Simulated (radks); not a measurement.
**Ionising lead step by step, Pb²¹⁺ to Pb⁴¹⁺**

The task here is to estimate one member of a computed series from the others.

Method: non-relativistic Kohn-Sham, LDA (Slater exchange, Perdew-Wang correlation), spin-unpolarised, spherical densities, point nucleus. Code: radks (a radial shooting solver on a logarithmic mesh, Libxc functionals) version 1.

### The system

| Item | Value |
| --- | --- |
| element | lead (Z = 82) |
| charges | 21 to 41 |
| first configuration | [Kr] 4d10 4f13 5s2 |
| last configuration | [Kr] 4d5 |

Outer shells as boxes (Hund's rule):

Pb²¹⁺
```
[Kr] core
4d [↑↓][↑↓][↑↓][↑↓][↑↓]
4f [↑↓][↑↓][↑↓][↑↓][↑↓][↑↓][↑ ]
5s [↑↓]
```

Pb⁴¹⁺
```
[Kr] core
4d [↑ ][↑ ][↑ ][↑ ][↑ ]
```

The first run:

Input:

```text
Z 82
configuration [Kr] 4d10 4f13 5s2
relativity non-relativistic
functional lda,pw
spin unpolarised
nucleus point
```

Among the steps run: Pb²¹⁺, [Kr] 4d10 4f13 5s2.

One of the session's tables, all rows but one given; the rest of the session is left out.

It belongs to the step «Pb²¹⁺, [Kr] 4d10 4f13 5s2». Sizes of the orbitals, from the radial functions (bohr):

```
level     <r>  outermost maximum (interpolated)  90 % within  nodes
   3s  0.1952                             0.181        0.284      2
   3p  0.1856                             0.170        0.276      1
   3d       ?                                 ?            ?      ?
   4s  0.4224                             0.400        0.602      3
   4p  0.4239                             0.398        0.611      2
   4d  0.4247                             0.388        0.628      1
   4f  0.4207                             0.337        0.653      0
   5s  0.8284                             0.812         1.15      4
```

Estimate the missing values for 3d.

As computed: <r>: 0.1617; outermost maximum (interpolated): 0.133; 90 % within: 0.249; nodes: 0. In the column «<r>» it is the lowest.

To keep in mind: Relativity is left out here, which matters for elements this heavy. Spin polarisation and multiplet splitting are left out, so open shells lie too high by an amount that depends on their filling.
